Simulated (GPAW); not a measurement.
# MnO2 (Fd-3m) in GPAW: reference runs

How does MnO2 come out in PBEsol? The cell is run as given.

All numbers are computed with GPAW 26.7.0; they aren't measurements. Logs are shortened: lines on timing, memory, paths and dates and some standing lists are left out, and cuts for length are marked. The log counts tension as positive stress, the text compression.

### 1 Starting point

It takes space group Fd-3m (No. 227, cubic). Conventional cell: a = 8.040 Å, b = 8.040 Å, c = 8.040 Å, α = 90.00°, β = 90.00°, γ = 90.00°. Mn (site symmetry -3m) is surrounded by 6 O at 1.90 Å. O (site symmetry 3m) is surrounded by 3 Mn at 1.90 Å.

The cell is a database's computed one.

### 2 Single point, PBEsol, collinear spin, ferromagnetic start

Contents of run.py:

```python
from ase import Atoms
from ase.dft.bandgap import bandgap
from ase.io import write
from ase.units import GPa
from gpaw import GPAW, PW, setup_paths

setup_paths.insert(0, '.')

atoms = Atoms(['Mn', 'Mn', 'Mn', 'Mn', 'O', 'O', 'O', 'O', 'O', 'O', 'O', 'O'],
              cell=[[0.0, 4.0199925062, 4.0199925062],
                    [4.0199925062, 0.0, 4.0199925062],
                    [4.0199925062, 4.0199925062, 0.0]],
              scaled_positions=[[0.125, 0.125, 0.125],
                                [0.125, 0.125, 0.625],
                                [0.625, 0.125, 0.125],
                                [0.125, 0.625, 0.125],
                                [0.3609537633, 0.3609537633, 0.3609537633],
                                [0.3609537633, 0.3609537633, 0.91713871],
                                [0.91713871, 0.3609537633, 0.3609537633],
                                [0.3609537633, 0.91713871, 0.3609537633],
                                [0.8890462367, 0.8890462367, 0.33286129],
                                [0.8890462367, 0.8890462367, 0.8890462367],
                                [0.8890462367, 0.33286129, 0.8890462367],
                                [0.33286129, 0.8890462367, 0.8890462367]],
              pbc=True)
atoms.set_initial_magnetic_moments([4.0, 4.0, 4.0, 4.0, 0.0, 0.0, 0.0, 0.0, 0.0, 0.0, 0.0, 0.0])

calc = GPAW(mode=PW(800),
            xc='PBEsol',
            kpts={'size': (6, 6, 6), 'gamma': True},
            occupations={'name': 'fermi-dirac', 'width': 0.05},
            nbands=90,
            convergence={'density': 1e-05, 'energy': 1e-05},
            maxiter=150,
            txt='gpaw.txt')
atoms.calc = calc
energy = atoms.get_potential_energy()
forces = atoms.get_forces()
stress = atoms.get_stress()
calc.write('gs.gpw')
write('result.traj', atoms)
print(f'Energy: {energy:.6f} eV')
print('Forces (eV/A):')
print(forces.round(4))
print('Stress (GPa):', (stress / GPa).round(3))
print('Moments:', calc.get_magnetic_moments().round(3))
print('Fermi level:', round(calc.get_fermi_level(), 4), 'eV')
print(f'Gap: {bandgap(calc)[0]:.4f} eV, direct: {bandgap(calc, direct=True)[0]:.4f} eV')
```

Potentials or basis: PAW data sets generated in the run's folder for this functional, pw.

On the command line:

```bash
> gpaw-setup -f PBEsol Mn O
> OMP_NUM_THREADS=1 python run.py
```

gpaw.txt:

```text
__  _  _
 | _ |_)|_||  |
 |__||  | ||/\| - 26.7.0

Input parameters:
  mode=PW(ecut=800.0),
  convergence={'density': 1e-05, 'energy': 1e-05},
  kpts=MonkhorstPack(size=(6, 6, 6), gamma=True),
  maxiter=150,
  nbands=90,
  occupations=Occupations(name='fermi-dirac', width=0.05),
  xc=XC(name='PBEsol')

Diagonalizing LCAO Hamiltonian
Converting LCAO to pw mode

                          O
                   O
                    O
              O
                  O      O

                    O
        Mn   O
            Mn
             Mn
       Mn

Atoms  # Å, Bohr magnetons
|    | symbol |        x |        y |        z |    initial magnetic moments |
|----|--------|----------|----------|----------|-----------------------------|
|  0 |     Mn | 1.004998 | 1.004998 | 1.004998 | ( 0.0000,  0.0000,  4.0000) |
|  1 |     Mn | 3.014994 | 3.014994 | 1.004998 | ( 0.0000,  0.0000,  4.0000) |
|  2 |     Mn | 1.004998 | 3.014994 | 3.014994 | ( 0.0000,  0.0000,  4.0000) |
|  3 |     Mn | 3.014994 | 1.004998 | 3.014994 | ( 0.0000,  0.0000,  4.0000) |
|  4 |      O | 2.902063 | 2.902063 | 2.902063 | ( 0.0000,  0.0000,  0.0000) |
|  5 |      O | 5.137922 | 5.137922 | 2.902063 | ( 0.0000,  0.0000,  0.0000) |
|  6 |      O | 2.902063 | 5.137922 | 5.137922 | ( 0.0000,  0.0000,  0.0000) |
|  7 |      O | 5.137922 | 2.902063 | 5.137922 | ( 0.0000,  0.0000,  0.0000) |
|  8 |      O | 4.912059 | 4.912059 | 7.147918 | ( 0.0000,  0.0000,  0.0000) |
|  9 |      O | 7.147918 | 7.147918 | 7.147918 | ( 0.0000,  0.0000,  0.0000) |
| 10 |      O | 4.912059 | 7.147918 | 4.912059 | ( 0.0000,  0.0000,  0.0000) |
| 11 |      O | 7.147918 | 4.912059 | 4.912059 | ( 0.0000,  0.0000,  0.0000) |

Unit cell  # Å
| periodic |        x |        y |        z |  lengths |    angles |
|----------|----------|----------|----------|----------|-----------|
|      yes | 0.000000 | 4.019993 | 4.019993 | 5.685128 | 60.000000 |
|      yes | 4.019993 | 0.000000 | 4.019993 | 5.685128 | 60.000000 |
|      yes | 4.019993 | 4.019993 | 0.000000 | 5.685128 | 60.000000 |

Number of symmetries: 24
Symmetry operations  # r_c * U_cc + t_c -> r_c
|    | kind |            matrix            |
|----|------|------------------------------|
|  0 |  E   |  1, 0, 0,  0, 1, 0,  0, 0, 1 |
|  1 |  σ   |  1, 0, 0,  0, 0, 1,  0, 1, 0 |
|  2 |  σ   |  1, 0,-1,  0, 1,-1,  0, 0,-1 |
|  3 |  C3  |  1, 0,-1,  0, 0,-1,  0, 1,-1 |
|  4 |  C3  |  1,-1, 0,  0,-1, 1,  0,-1, 0 |
|  5 |  σ   |  1,-1, 0,  0,-1, 0,  0,-1, 1 |
|  6 |  σ   |  0, 1, 0,  1, 0, 0,  0, 0, 1 |
|  7 |  C3  |  0, 1, 0,  0, 0, 1,  1, 0, 0 |
|  8 |  C2  |  0, 1,-1,  1, 0,-1,  0, 0,-1 |
|  9 |  S4  |  0, 1,-1,  0, 0,-1,  1, 0,-1 |
| 10 |  C3  |  0, 0, 1,  1, 0, 0,  0, 1, 0 |
| 11 |  σ   |  0, 0, 1,  0, 1, 0,  1, 0, 0 |
| 12 |  S4  |  0, 0,-1,  1, 0,-1,  0, 1,-1 |
| 13 |  C3  |  0, 0,-1,  0, 1,-1,  1, 0,-1 |
| 14 |  S4  |  0,-1, 1,  1,-1, 0,  0,-1, 0 |
| 15 |  C2  |  0,-1, 1,  0,-1, 0,  1,-1, 0 |
| 16 |  C3  |  0,-1, 0,  1,-1, 0,  0,-1, 1 |
| 17 |  S4  |  0,-1, 0,  0,-1, 1,  1,-1, 0 |
| 18 |  S4  | -1, 1, 0, -1, 0, 1, -1, 0, 0 |
| 19 |  C3  | -1, 1, 0, -1, 0, 0, -1, 0, 1 |
| 20 |  C3  | -1, 0, 1, -1, 1, 0, -1, 0, 0 |
| 21 |  S4  | -1, 0, 1, -1, 0, 0, -1, 1, 0 |
| 22 |  σ   | -1, 0, 0, -1, 1, 0, -1, 0, 1 |
| 23 |  C2  | -1, 0, 0, -1, 0, 1, -1, 1, 0 |

BZ-sampling:
  Number of BZ points: 216
  Number of IBZ points: 16

  Monkhorst-Pack size: [6, 6, 6]
  Monkhorst-Pack shift: [0.08333333333333333, 0.08333333333333333, 0.08333333333333333]

K-points  # in reciprocal-cell coordinates
|     |                                coordinates |     weight |
|-----|--------------------------------------------|------------|
|   0 | (  0.00000000,   0.00000000,   0.00000000) | 0.00462963 |
|   1 | (  0.16666667,   0.16666667,   0.00000000) | 0.02777778 |
|   2 | (  0.16666667,   0.16666667,   0.16666667) | 0.03703704 |
|   3 | (  0.33333333,   0.16666667,   0.16666667) | 0.05555556 |
|   4 | (  0.33333333,   0.33333333,  -0.33333333) | 0.05555556 |
|   5 | (  0.33333333,   0.33333333,   0.00000000) | 0.02777778 |
|   6 | (  0.33333333,   0.33333333,   0.16666667) | 0.11111111 |
|   7 | (  0.33333333,   0.33333333,   0.33333333) | 0.03703704 |
|   8 | (  0.50000000,   0.33333333,  -0.33333333) | 0.11111111 |
|   9 | (  0.50000000,   0.33333333,  -0.16666667) | 0.05555556 |
| ... |                                            |            |
|  15 | (  0.50000000,   0.50000000,   0.50000000) | 0.01851852 |

Plane wave coefficients: 6710
Cutoff: 800.0 eV

Spin-components: 2 (collinear spins)
Bands:           90
Projectors:      64
Spin-degeneracy: 1
Datatype:        complex128

Parallelization:
  kpt:    1
  domain: 1
  band:   1

Density:
  Valence electrons: 108.0
  Components: 2
  Grid points: [40 40 40]
  Charge: 0.0  # |e|

Potential:
  Grid points: [40 40 40]

species:
  Mn:
    name:    Manganese
    Z:       25.0
    valence: 15
    core:    10
    charge:  0.0  # [|e|]
    compensation charges:
      type: gauss
      rc: 0.38  # [Å]
      lmax: 2
    cutoffs:
      filter: 2.14  # [Å]
      core: 0.86  # [Å]
    projectors
    | kind |    occ | energy [eV] | rcut [Å] |
    |------|--------|-------------|----------|
    |   3s |  2.000 |     -85.624 |    1.275 |
    |   4s |  2.000 |      -5.124 |    1.275 |
    |   3p |  6.000 |     -54.486 |    1.281 |
    |   4p |  0.000 |      -1.348 |    1.281 |
    |   3d |  5.000 |      -6.794 |    1.138 |
    |    d |        |      20.417 |    1.138 |

    Using partial waves for Mn as LCAO basis

  O:
    name:    Oxygen
    Z:       8.0
    valence: 6
    core:    2
    charge:  0.0  # [|e|]
    compensation charges:
      type: gauss
      rc: 0.21  # [Å]
      lmax: 2
    cutoffs:
      filter: 1.17  # [Å]
      core: 0.83  # [Å]
    projectors
    | kind |    occ | energy [eV] | rcut [Å] |
    |------|--------|-------------|----------|
    |   2s |  2.000 |     -23.808 |    0.688 |
    |   2p |  4.000 |      -8.972 |    0.598 |
    |    s |        |       3.404 |    0.688 |
    |    p |        |      18.239 |    0.598 |
    |    d |        |       0.000 |    0.619 |

    Using partial waves for O as LCAO basis

Reference energy: -142204.986207  # eV

eigensolver:
  PPCG
  Converge bands: occupied
  niter=2

density mixing:
  MSR1-Mixer
  Pratt-step length: 0.05
  Maximum mixing coefficient: 0.75
  Old densities: 10
  SVD Regularization: 0.005
  Good broyden scale: 1.0
  Trust region scale: 1.0
  Backstep threshold: 4.0
  History deletion threshold: 6.0
  Fourier metric: weight=20.0, sigma=0.015

occupation numbers:
  Fermi-Dirac:
    width: 0.0500  # eV

poisson solver:
  ecut: 6400.0  # eV

xc functional:
  name: PBEsol with 2 nearest neighbor stencil

convergence criteria:
- Maximum integral of absolute [dens]ity change: 1e-05 electrons / valence electron
- Maximum [total energy] change in last 3 cyles: 1e-05 eV / valence electron
- Maximum integral of absolute [eigenst]ate change: 4e-08 eV^2 / valence electron
maximum number of iterations: 150

SCF iterations
|iter     | |      energy | eigst |  dens |  magmom |
|---------|-|-------------|-------|-------|---------|
|iter:   1| | -112.432702 | +0.64 |       | +16.0076|
|iter:   2| | -108.280489 | -0.93 | -0.81 | +15.8072|
|iter:   3| | -103.701726 | -0.62 | -0.89 | +14.5497|
|iter:   4| | -103.799118 | -2.04 | -1.26 | +13.8419|
|iter:   5| | -104.092731 | -1.99 | -1.40 | +12.6045|
|iter:   6| | -104.175221 | -2.77 | -1.77 | +11.9397|
|iter:   7| | -104.181728 | -3.71 | -2.29 | +11.9546|
|iter:   8| | -104.183945 | -3.82 | -2.50 | +11.9714|
|iter:   9| | -104.182215 | -4.19 | -2.61 | +11.9874|
|iter:  10| | -104.182227 | -5.38 | -3.23 | +11.9964|
|iter:  11| | -104.182231c| -6.62 | -3.92 | +11.9969|
|iter:  12| | -104.182231c| -7.63c| -4.42 | +11.9963|
|iter:  13| | -104.182231c| -7.94c| -5.02c| +11.9960|

Converged in 13 steps
Energy contributions relative to reference atoms: (reference = -142204.986207)

Energy contributions:
  Kinetic:          79.664684
  Coulomb:         -89.869832
  Zero:              2.173049
  External:          0.000000
  Xc:              -96.149573
  Entropy:          -0.001119
  Spinorbit:         0.000000
  ----------------------------
  Free energy:    -104.182791
  Extrapolated:   -104.182231

dipole moment: (-3.879341, -3.879341, -3.879341)  # |e|*Ang

Total magnetic moment: (0.000000, 0.000000, 11.995990)

Local magnetic moments
|        x |        y |        z |
|----------|----------|----------|
| 0.000000 | 0.000000 | 2.794020 |  # Mn   0
| 0.000000 | 0.000000 | 2.794020 |  # Mn   1
| 0.000000 | 0.000000 | 2.794020 |  # Mn   2
| 0.000000 | 0.000000 | 2.794020 |  # Mn   3
| 0.000000 | 0.000000 | 0.041732 |  # O    4
| 0.000000 | 0.000000 | 0.041732 |  # O    5
| 0.000000 | 0.000000 | 0.041732 |  # O    6
| 0.000000 | 0.000000 | 0.041732 |  # O    7
| 0.000000 | 0.000000 | 0.041734 |  # O    8
| 0.000000 | 0.000000 | 0.041734 |  # O    9
| 0.000000 | 0.000000 | 0.041734 |  # O   10
| 0.000000 | 0.000000 | 0.041734 |  # O   11

Fermi level: 3.963
Eigenvalues  # (at kpt = [0.000, 0.000, 0.000])
| band index |      eig [eV] | occ [0-1] |      eig [eV] | occ [0-1] |
|------------|---------------|-----------|---------------|-----------|
|          0 |       -77.285 |     1.000 |       -74.136 |     1.000 |
|        ... |               |           |               |           |
|         46 |         1.436 |     1.000 |         2.880 |     1.000 |
|         47 |         2.268 |     1.000 |         2.880 |     1.000 |
|         48 |         2.268 |     1.000 |         4.039 |     0.182 |
|         49 |         2.268 |     1.000 |         4.039 |     0.182 |
|         50 |         2.315 |     1.000 |         5.223 |     0.000 |
|         51 |         2.315 |     1.000 |         5.223 |     0.000 |
[... 8 lines left out ...]
|         60 |         6.343 |     0.000 |         7.888 |     0.000 |
|         61 |         6.343 |     0.000 |         7.888 |     0.000 |
|        ... |               |           |               |           |
|         89 |        24.382 |     0.000 |        25.050 |     0.000 |

Gap: 0.366 eV
Transition (v -> c):
  (s=0, k=4, n=59, [0.33, 0.33, -0.33]) -> (s=1, k=0, n=48, [0.00, 0.00, 0.00])
Direct/indirect transitions are different
Direct gap: 0.511 eV
Transition at: (s=0->1, k=0, n=59, [0.00, 0.00, 0.00])

Forces  # eV/Ang
|        x |        y |        z |
|----------|----------|----------|
|  0.00005 |  0.00005 |  0.00005 |  # Mn   0
| -0.00005 | -0.00005 |  0.00005 |  # Mn   1
|  0.00005 | -0.00005 | -0.00005 |  # Mn   2
| -0.00005 |  0.00005 | -0.00005 |  # Mn   3
|  0.04641 |  0.04641 |  0.04641 |  # O    4
| -0.04641 | -0.04641 |  0.04641 |  # O    5
|  0.04641 | -0.04641 | -0.04641 |  # O    6
| -0.04641 |  0.04641 | -0.04641 |  # O    7
|  0.04650 |  0.04650 | -0.04650 |  # O    8
| -0.04650 | -0.04650 | -0.04650 |  # O    9
|  0.04650 | -0.04650 |  0.04650 |  # O   10
| -0.04650 |  0.04650 |  0.04650 |  # O   11

Stress tensor  # eV/Ang^3
|         x |         y |         z |
|-----------|-----------|-----------|
| -0.005393 | -0.000000 | -0.000000 |
| -0.000000 | -0.005393 |  0.000000 |
| -0.000000 |  0.000000 | -0.005393 |

# Writing to gs.gpw (mode='')
```

Run time: 9.6 min. Hardware: 1 thread of Arm Neoverse V2, shared host; peak memory 0.7 GiB.

Results:

| Quantity | Value |
| --- | --- |
| Free energy | -104.1828 eV |
| Pressure | 0.9 GPa |
| Largest force | 0.081 eV/Å |
| Band gap on the k mesh | 0.37 eV, indirect (least direct gap 0.51 eV) |
| Net moment | 12.00 μB per cell |
| Site moments | Mn +2.79; O +0.04 μB |

Forces in eV/Å, atoms in the order of the input:
```
Mn   0.000  0.000  0.000
Mn   0.000  0.000  0.000
Mn   0.000  0.000  0.000
Mn   0.000  0.000  0.000
O    0.046  0.046  0.046
O   -0.046 -0.046  0.046
O    0.046 -0.046 -0.046
O   -0.046  0.046 -0.046
O    0.046  0.046 -0.046
O   -0.046 -0.046 -0.046
O    0.046 -0.046  0.046
O   -0.046  0.046  0.046
```

Caveat: only a ferromagnetic start was run, and an antiferromagnetic order may lie lower in energy. A k mesh can miss the band edges.
